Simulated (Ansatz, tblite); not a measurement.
**C₁₄H₂₄O₆: a ladder of methods and basis sets**

The task here is to estimate one member of a computed series from the others.

Method: as each input shows; program: Ansatz 0.2.0, Gaussian basis.

Levels to be run: GFN1-xTB, GFN2-xTB, PBE-D4/def2-TZVP, r2SCAN-D4/def2-TZVP, ωB97M-V/def2-TZVP, HF/def2-TZVP, PBE-QIDH/def2-TZVP, PBE-D4/def2-SVP, PBE0-D4/def2-SVP, HF/STO-3G, HF/6-31G, B3LYP-D4/6-31G, MP2/def2-SVP, RPA/def2-SVP.

## The structure

The singlet was relaxed beforehand with PBE-D4/def2-SVP.

SMILES `CCC(CC(CC(C)OC(C)=O)OC(C)=O)OC(C)=O`, 44 atoms, charge 0, spin multiplicity 1.

Bond lengths: C1–C2 1.528 Å, C1–H21 1.109 Å, C1–H22 1.109 Å, C1–H23 1.108 Å, C2–C3 1.527 Å, C2–H24 1.111 Å, C2–H25 1.113 Å, C3–C4 1.531 Å, C3–O17 1.460 Å, C3–H26 1.110 Å, C4–C5 1.531 Å, C4–H27 1.110 Å, C4–H28 1.110 Å, C5–C6 1.540 Å, C5–O13 1.454 Å, C5–H29 1.108 Å, C6–C7 1.536 Å, C6–H30 1.109 Å and more. Angles: C2–C1–H21 111.0°, C2–C1–H22 110.8°, C2–C1–H23 111.4°, H21–C1–H22 107.7°, H21–C1–H23 108.0°, H22–C1–H23 107.7°, C1–C2–C3 113.2°, C1–C2–H24 110.1°, C1–C2–H25 110.6°, C3–C2–H24 107.3°, C3–C2–H25 108.9°, H24–C2–H25 106.6°, C2–C3–C4 113.6°, C2–C3–O17 107.8°, C2–C3–H26 109.4°, C4–C3–O17 106.2°, C4–C3–H26 111.0°, O17–C3–H26 108.6° and more.

PBE0-D4/def2-TZVP was run before; its log isn't repeated, and its numbers join the tables.

The first run:

Tight binding, by tblite at 300 K electronic temperature and without a spin-polarisation term:

```python
tblite.interface.Calculator('GFN1-xTB', numbers, positions, charge=0, uhf=0).singlepoint()
```

Tight binding, by tblite at 300 K electronic temperature and without a spin-polarisation term:

```python
tblite.interface.Calculator('GFN2-xTB', numbers, positions, charge=0, uhf=0).singlepoint()
```

start.molden holds the orbitals of an earlier run on this state, given as this run's starting guess.

in.yaml reads:

```yaml
crystal:
  periodic: [false, false, false]
  atoms:
    - {symbol: C, position_ang: [-2.861837, -2.465961, 1.852208]}
    - {symbol: C, position_ang: [-2.414075, -1.016283, 2.032164]}
    - {symbol: C, position_ang: [-1.499500, -0.524595, 0.912684]}
    - {symbol: C, position_ang: [-1.060298, 0.933278, 1.074608]}
    - {symbol: C, position_ang: [0.025827, 1.336373, 0.074039]}
    - {symbol: C, position_ang: [1.443188, 0.875481, 0.463474]}
    - {symbol: C, position_ang: [1.943344, -0.289112, -0.404395]}
    - {symbol: C, position_ang: [2.425617, 0.146687, -1.777609]}
    - {symbol: O, position_ang: [3.068155, -0.944201, 0.251539]}
    - {symbol: C, position_ang: [2.760904, -1.801521, 1.254003]}
    - {symbol: C, position_ang: [4.005984, -2.476326, 1.781696]}
    - {symbol: O, position_ang: [1.628515, -2.004707, 1.659473]}
    - {symbol: O, position_ang: [0.007181, 2.784765, -0.057003]}
    - {symbol: C, position_ang: [-0.205361, 3.285217, -1.303471]}
    - {symbol: C, position_ang: [-0.265660, 4.793352, -1.267717]}
    - {symbol: O, position_ang: [-0.351048, 2.604637, -2.304024]}
    - {symbol: O, position_ang: [-2.252218, -0.586378, -0.336578]}
    - {symbol: C, position_ang: [-1.721468, -1.237417, -1.402015]}
    - {symbol: C, position_ang: [-2.558829, -1.002514, -2.635017]}
    - {symbol: O, position_ang: [-0.684350, -1.876071, -1.376299]}
    - {symbol: H, position_ang: [-1.989530, -3.149978, 1.809566]}
    - {symbol: H, position_ang: [-3.432506, -2.588336, 0.909472]}
    - {symbol: H, position_ang: [-3.513503, -2.793786, 2.686130]}
    - {symbol: H, position_ang: [-1.856156, -0.905083, 2.986382]}
    - {symbol: H, position_ang: [-3.295506, -0.340621, 2.099290]}
    - {symbol: H, position_ang: [-0.620906, -1.198705, 0.831443]}
    - {symbol: H, position_ang: [-0.704648, 1.102762, 2.112333]}
    - {symbol: H, position_ang: [-1.950826, 1.577573, 0.921240]}
    - {symbol: H, position_ang: [-0.240124, 0.939878, -0.926062]}
    - {symbol: H, position_ang: [2.138892, 1.734922, 0.372478]}
    - {symbol: H, position_ang: [1.450064, 0.562047, 1.525604]}
    - {symbol: H, position_ang: [1.138188, -1.044070, -0.508965]}
    - {symbol: H, position_ang: [1.617386, 0.685090, -2.311321]}
    - {symbol: H, position_ang: [2.720041, -0.728994, -2.387703]}
    - {symbol: H, position_ang: [3.297679, 0.826632, -1.690132]}
    - {symbol: H, position_ang: [4.818786, -1.739793, 1.929157]}
    - {symbol: H, position_ang: [3.774648, -2.997789, 2.726373]}
    - {symbol: H, position_ang: [4.366442, -3.214623, 1.036818]}
    - {symbol: H, position_ang: [-0.034437, 5.196379, -2.269305]}
    - {symbol: H, position_ang: [0.421700, 5.204544, -0.505661]}
    - {symbol: H, position_ang: [-1.294726, 5.105401, -0.994470]}
    - {symbol: H, position_ang: [-3.628702, -0.878907, -2.385171]}
    - {symbol: H, position_ang: [-2.208458, -0.059838, -3.107367]}
    - {symbol: H, position_ang: [-2.407868, -1.829416, -3.351920]}
basis:
  gaussian: {orbitals: def2-TZVP, fitting: {mean_field: def2-universal-jkfit}, initial_orbitals: start.molden}
hamiltonian: {xc: pbe, dispersion: d4}
scf: {omitted_lower_state_checks: [starts]}
output: {forces: true, orbitals: {seedname: orbitals}}
```

Started as:

```bash
> ansatz run in.yaml --threads 2 --pin off --events-out ev --progress --plain --max-ram 32768MiB --backend cuda --devices 0, --max-vram 18GiB
```

Steps of the session up to this table: PBE-D4/def2-TZVP; r2SCAN-D4/def2-TZVP; ωB97M-V/def2-TZVP; HF/def2-TZVP; PBE-QIDH/def2-TZVP; PBE-D4/def2-SVP; PBE0-D4/def2-SVP; HF/STO-3G; HF/6-31G; B3LYP-D4/6-31G; MP2/def2-SVP; RPA/def2-SVP.

One of the session's tables, all rows but one given; the rest of the session is left out.

It belongs to the step «Binding energy». 

| level | binding an atom (eV) |
| --- | --- |
| HF/STO-3G | ? |
| HF/6-31G | 2.950 |
| HF/def2-SVP | 3.265 |
| HF/def2-TZVP | 3.189 |
| PBE-D4/def2-SVP | 4.636 |
| PBE-D4/def2-TZVP | 4.570 |
| r2SCAN-D4/def2-TZVP | 4.454 |
| B3LYP-D4/6-31G | 4.290 |
| PBE0-D4/def2-SVP | 4.532 |
| PBE0-D4/def2-TZVP | 4.467 |
| ωB97M-V/def2-TZVP | 4.444 |
| MP2/def2-SVP | 4.336 |

Q: Estimate the row for HF/STO-3G from the others.

As computed: binding an atom (eV): 3.692. In the column «binding an atom (eV)» it lies between HF/def2-SVP (3.265) and B3LYP-D4/6-31G (4.290).

Caveats from the session: Free atoms were run apart at each level; binding is atoms less cluster, divided by the number of atoms, without zero-point or spin-orbit terms.
